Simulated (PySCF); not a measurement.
# FO3W ([WO3F]-): the cost of one run

Computed with PySCF 2.14.0 and routines of our own; the level stands in each step. Atoms count from 0.

## 1. The system as given

5 atoms, charge -1, multiplicity 1; geometry from: GFN2-xTB.

## 2. Geometry optimisation at PBE0-D3(BJ)/def2-SVP

What the job is given:

```
{"job": {"xc": "PBE0", "basis": "def2-SVP", "d3": "d3bj", "grid": 1, "maxiter": 30, "shake": 0.03, "kind": "geom"}, "charge": -1, "multiplicity": 1}
W      0.106000     0.000740     0.044520
O     -0.003370    -0.027000     1.738590
O      1.582170     0.007470    -0.615220
O     -0.725880     1.439600    -0.569430
F     -0.884060    -1.531300    -0.660590
```

On the command line:

```sh
$ OMP_NUM_THREADS=1 python heavy_run.py task.json out
```

This one command runs all jobs of the session in turn.

**Question.** How long does this first job take on 1 thread of Arm Neoverse V1, shared host, and how much memory does it need?

About 45 s, with a peak of 0.33 GiB.
